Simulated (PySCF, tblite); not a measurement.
# CH9BNSi2 radical: geometry, infrared bands and EPR parameters

Wanted: the infrared bands and EPR parameters of CH9BNSi2 radical (`NB[SiH2][CH][SiH3]`), by calculation.

Computed with tblite 0.8.0 and PySCF 2.14.0, with density-fitted response routines of our own, on a single molecule in the gas phase. Atoms count from 0, in the outputs and in this text.

## (1) Starting geometry

14 atoms, charge 0, multiplicity 2; geometry from: force field or distance geometry start.

Bonds of the start (Å): N0–B1 1.52, B1–Si2 1.92, Si2–C3 1.88, C3–Si4 1.86, N0–H5 1.03, N0–H6 1.04, B1–H7 1.19, Si2–H8 1.47, Si2–H9 1.47, C3–H10 1.12, Si4–H11 1.47, Si4–H12 1.47, Si4–H13 1.46.

## (2) Optimising the geometry with GFN2-xTB

The job: settings as JSON, then the geometry in Å.

```
{"job": {"kind": "relax", "xc": "GFN2-xTB", "basis": "xTB"}, "charge": 0, "multiplicity": 2}
N      2.755800     0.602500    -0.459200
B      1.975100    -0.568600     0.108400
Si     0.097300    -0.772900    -0.252000
C     -0.825700     0.738600     0.369600
Si    -2.648300     0.553600     0.020200
H      3.532500     0.210100    -1.018100
H      3.167200     1.122300     0.344800
H      2.537400    -1.362300     0.802300
H     -0.106600    -0.894000    -1.706000
H     -0.424400    -1.976400     0.419600
H     -0.678200     0.818200     1.472000
H     -3.172000    -0.651000     0.680500
H     -2.854000     0.441100    -1.429300
H     -3.356800     1.738400     0.510600
```

Run with:

```sh
OMP_NUM_THREADS=1 python probes_run.py task.json out
```

This one command runs all jobs of the session in turn.

**Question.** This job is followed by: GFN2-xTB harmonic vibrations, gas phase; UKS B3LYP, pcH-1 on B C H N Si, non-relativistic, mean-field spin-orbit, GIAO. What will the session give for the following? strongest single infrared mode (GFN2-xTB); zero-point energy (GFN2-xTB); g(iso) (B3LYP); ⟨S²⟩; largest a(iso) (averaged by class); potential on the surface of density 0.002 e/bohr³, 1st and 99th percentile.

As calculated:

| quantity | value |
| --- | --- |
| strongest single infrared mode (GFN2-xTB) | 2092 cm⁻¹, 571 km/mol |
| zero-point energy (GFN2-xTB) | 58.0 kcal/mol |
| g(iso) (B3LYP) | 2.00271 |
| ⟨S²⟩ | 0.754 (exact 0.75) |
| largest a(iso) (averaged by class) | 13C on C3, 79.1 MHz |
| potential on the surface of density 0.002 e/bohr³, 1st and 99th percentile | -0.32 V and 1.86 V |

What this shows: Over 248 steps the energy fell by 1.833 eV; of the close pairs, N0–B1 changed most, 1.518 to 1.375 Å. No mode is imaginary among the 36: a minimum at this level. The strongest single mode, at 2092 cm⁻¹, moves mainly H8 and H13. Unscaled tight-binding wavenumbers are off by several per cent, some by more. Its intensities can rank the bands wrongly. Most of the unpaired spin sits on C3 (0.97 e). The isotropic g lies 0.4 ppt above the free-electron value. These values are for one conformer; the search (at its own cheap level) found 2 more, at 0.93, 3.61 kcal/mol, and measured spectra average over such forms.
